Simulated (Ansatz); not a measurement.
What does this script print? It uses Ansatz 0.2.0, Python API.

The script, `cus.py`:
```python
import ansatz as az
import numpy as np
from tabulate import tabulate


def count_gap(report):
    # lowest empty less highest filled band, counting bands; zero where they overlap
    return max(report.get('gap_by_band_count_ev') or 0.0, 0.0)


def main() -> None:
    crystal = (
        az.Lattice.of([0.0, 2.4399, 2.4399], [2.4399, 0.0, 2.4399], [2.4399, 2.4399, 0.0])
        .atom('Cu', [0.0, 0.0, 0.0])
        .atom('S', [0.5, 0.5, 0.5])
    )

    base = (
        crystal.calculation()
        .functional('pbesol')
        .basis(380)
        .kpoints(mesh=(6, 6, 6))
        .occupations('gaussian', width=0.1)
        .band_table()
    )
    rows = []
    for u in [2.0, 4.0, 6.0, 8.0]:
        r = base.hubbard('Cu', 'd', u_eff=u, double_counting='amf').run().report
        shell = r['hubbard']['n_scf']
        rows.append((u, count_gap(r), sum(shell) / len(shell), r['n_iterations']))
    print(tabulate(rows, headers=['U_eff eV', 'gap by band count eV', 'Cu d occupation (projector)', 'iterations'], floatfmt='.4f', tablefmt='pipe'))


if __name__ == '__main__':
    main()
```

Running `python cus.py` prints:
```text
DeckWarning: basis.ecutwfc = 380 eV is below the records' recommended 420 eV, and the density's cutoff is lower with it unless basis.ecutrho_ratio is high enough to keep the records' density cutoff: compare with a run at a higher cutoff
|   U_eff eV |   gap by band count eV |   Cu d occupation (projector) |   iterations |
|-----------:|-----------------------:|------------------------------:|-------------:|
|     2.0000 |                 0.0000 |                        9.5976 |            8 |
|     4.0000 |                 0.0000 |                        9.5911 |            8 |
|     6.0000 |                 0.0000 |                        9.5840 |            8 |
|     8.0000 |                 0.0000 |                        9.5764 |            8 |
```
(Warnings from the package without file and line.)

The cutoff lies under the one recommended for these potentials. Spin is left out of this run. U, its shell and the double counting are chosen to explore, and aren't derived for this compound. For a metal this k-point mesh is coarse: on a finer one energies can move by several to tens of meV an atom and pressures by half a GPa or more, differences at one mesh by less. A gap by band count of zero or less means overlapping bands, a metal, and at an odd count of electrons it is no gap at all. A Hubbard U without spin forces both spins into the same orbitals, which can open a gap or pick a state that a spin-polarised run wouldn't. This cell is a computed structure, which may not be the phase found in nature. Gaps and levels are Kohn-Sham values on a finite set of k-points. Shell occupations and the effect of U depend on the projectors; a run with no .spin step is spin-unpolarised, and each U may end in a state that isn't the lowest. Hardware and time: 5.9 s on 1 thread of Arm Neoverse N1, with other jobs on the host, peak memory 0.33 GiB.
